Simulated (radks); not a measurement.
# Er⁴⁺ in [Xe] 4f10: an all-electron calculation

What are the levels of the erbium ion Er4+, how large are its shells, and how does its energy divide?

Program: radks (a radial shooting solver on a logarithmic mesh, Libxc functionals) version 1. Level of theory: Dirac Kohn-Sham, PBE, spin-unpolarised, spherical densities, finite nucleus; open shells are shared between the two j in proportion to 2j + 1. These are calculated values, not measurements, unless marked.

## (1) The system

```
element            : erbium (Z = 68)
charge             : +4
electrons          : 64
configuration      : [Xe] 4f10
nuclear rms radius : 5.2516 fm
```

The outer shells:

Er⁴⁺
```
[Xe] core
4f [↑↓][↑↓][↑↓][↑ ][↑ ][↑ ][↑ ]
```

## (2) Self-consistent calculation

Settings of this run:

```text
Z 68
configuration [Xe] 4f10 6s0 5d0 6p0 5f0
relativity Dirac
functional pbe,pbe
spin unpolarised
j_filling average
nucleus finite rms 5.2516 fm
c 137.035999084
```

Q: Predict the outcome of this run.

As calculated:

| quantity | value |
| --- | --- |
| total energy | -13095.0656 hartree |
| exchange-correlation share of it | 2.12 % |
| −T/E | 1.1036 |
| highest occupied level | 4f7/2, -55.583 eV |
| most extended occupied level | 5p3/2, <r> = 1.41 bohr |
| radius at density 0.001 e/bohr³ | 2.98 bohr |
| maxima of the radial density | 4 |
| ionisation energy, NIST | 65.1 (semi-emp.) eV |

What this shows: 5 principal shells are occupied and 4 maxima appear in the radial density; where shells overlap, one shows as a shoulder or not at all. −T/E is 1.104: with relativity the kinetic term as defined here no longer equals −E. Minus the highest eigenvalue, 55.583 eV, is 85 % of the tabulated ionisation energy (65.1 eV); the potential of a semilocal functional falls off too fast, so its top eigenvalue is too shallow. Spin polarisation and multiplet splitting are left out. Sharing an open shell by 2j + 1 raises it above the true ground level by a part of the spin-orbit splitting, which enters the differences from NIST.
